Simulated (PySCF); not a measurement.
# F2Ti (TiF2): the cost of one run

Computed with PySCF 2.14.0 and routines of our own; the level stands in each step. Atoms count from 0.

## 1. The system as given

3 atoms, charge 0, states of the metal's open shell are computed; geometry from: model start, shaken.

## 2. Optimising the geometry at PBE0-D3(BJ)/def2-TZVP

The job: settings as JSON, then the geometry in Å.

```
{"job": {"xc": "PBE0", "basis": "def2-TZVP", "d3": "d3bj", "grid": 1, "maxiter": 45, "kind": "geom"}, "charge": 0, "metal": "Ti", "open_shell": "d2"}
Ti     0.000020     0.004480    -0.004110
F     -0.013360    -0.006820     1.905130
F      0.000900     0.020100    -1.927380
```

Started as:

```bash
$ OMP_NUM_THREADS=1 python lf_run.py task.json out
```

The driver reads the jobs from task.json and runs them one after another.

**Question.** How long does this first job take on 1 thread of Arm Neoverse V2, shared host, and how much memory does it need?

About 13 s, with a peak of 0.33 GiB.
